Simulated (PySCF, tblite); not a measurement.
**C5H9FO2Si: geometry, infrared bands and NMR shifts**

Aim: predict the infrared bands and NMR shifts of C5H9FO2Si (`CCO[SiH2]/C(F)=C\C=O`).

The runs use tblite 0.8.0 and PySCF 2.14.0, with density-fitted response routines of our own; the level of theory stands in each step. All values are computed, except where a source is named. Atoms count from 0, in the outputs and in this text.

## Step 1: Starting geometry

18 atoms, charge 0, multiplicity 1; geometry from: force field or distance geometry start.

Bonds of the start (Å): C0–C1 1.53, C1–O2 1.41, O2–Si3 1.68, Si3–C4 1.85, C4–F5 1.37, C4–C6 1.33, C6–C7 1.49, C7–O8 1.23, C0–H9 1.09, C0–H10 1.08, C0–H11 1.10, C1–H12 1.09, C1–H13 1.10, Si3–H14 1.48, Si3–H15 1.47, C6–H16 1.09, C7–H17 1.09.

## Step 2: Relaxing the molecule with GFN2-xTB

The job: settings as JSON, then the geometry in Å.

```
{"job": {"kind": "relax", "xc": "GFN2-xTB", "basis": "xTB"}, "charge": 0, "multiplicity": 1}
C      2.432900     0.738200     1.235300
C      1.901100     0.756200    -0.200600
O      0.657000     0.082400    -0.208200
Si    -0.161300    -0.026600    -1.673900
C     -1.694500    -1.043500    -1.525600
F     -1.984500    -1.797600    -2.627200
C     -2.561500    -1.128900    -0.520100
C     -2.485300    -0.415900     0.781700
O     -3.357500    -0.578100     1.627100
H      2.529100    -0.287500     1.603600
H      3.390200     1.242000     1.301200
H      1.714800     1.239800     1.908000
H      1.791500     1.791400    -0.517900
H      2.627700     0.234200    -0.843000
H     -0.508500     1.349100    -2.099400
H      0.763800    -0.614500    -2.653700
H     -3.423500    -1.782000    -0.609200
H     -1.640400     0.247600     0.943600
```

On the command line:

```console
> OMP_NUM_THREADS=1 python probes_run.py task.json out
```

This one command runs all jobs of the session in turn.

**Question.** This job is followed by: GFN2-xTB harmonic vibrations, gas phase; GIAO PBE0/pcSseg-1 NMR shielding, non-relativistic, gas phase. What will the session give for the following? strongest single infrared mode (GFN2-xTB); zero-point energy (GFN2-xTB); ¹³C shifts against TMS (PBE0/pcSseg-1); ¹H shifts against TMS (PBE0/pcSseg-1, means over atoms taken as alike); ¹⁷O shifts against H2O (PBE0/pcSseg-1); ²⁹Si shifts against TMS (PBE0/pcSseg-1); ¹⁹F shifts against CFCl3 (PBE0/pcSseg-1); surface potential, 1st and 99th percentile.

The runs gave:

| quantity | value |
| --- | --- |
| strongest single infrared mode (GFN2-xTB) | 1737 cm⁻¹, 364 km/mol |
| zero-point energy (GFN2-xTB) | 80.4 kcal/mol |
| ¹³C shifts against TMS (PBE0/pcSseg-1) | 198.4, 194.6, 136.5, 63.8, 20.4 ppm |
| ¹H shifts against TMS (PBE0/pcSseg-1, means over atoms taken as alike) | 10.38, 6.62, 5.28, 4.04, 1.46 ppm |
| ¹⁷O shifts against H2O (PBE0/pcSseg-1) | 711.4, 32.1 ppm |
| ²⁹Si shifts against TMS (PBE0/pcSseg-1) | -37.3 ppm |
| ¹⁹F shifts against CFCl3 (PBE0/pcSseg-1) | -74.7 ppm |
| surface potential, 1st and 99th percentile | -1.75 V and 1.68 V |

Relaxing lowered the energy by 0.278 eV in 85 steps; the close pair that moved most is O2–Si3, from 1.682 to 1.609 Å. The lowest mode is imaginary (22i cm⁻¹), so the xTB geometry is not a minimum. The strongest single mode, at 1737 cm⁻¹, moves mainly C7 and O8. GFN2-xTB is a fitted tight-binding method: band positions and strengths are rough. Its intensities can rank the bands wrongly. H17 (hydrogen on an aldehyde carbonyl carbon) lies farthest downfield among hydrogen, at 10.38 ppm; the formyl region, downfield of aromatic protons. At PBE0/pcSseg-1: Shielding is most anisotropic at O8 (span 1454 ppm, paramagnetic term -772 ppm). At PBE0/pcSseg-1, counted by nearest atom on the grid, the HOMO lies on O8 68 %; H17 14 %, the LUMO on C4 30 %; O8 18 %.
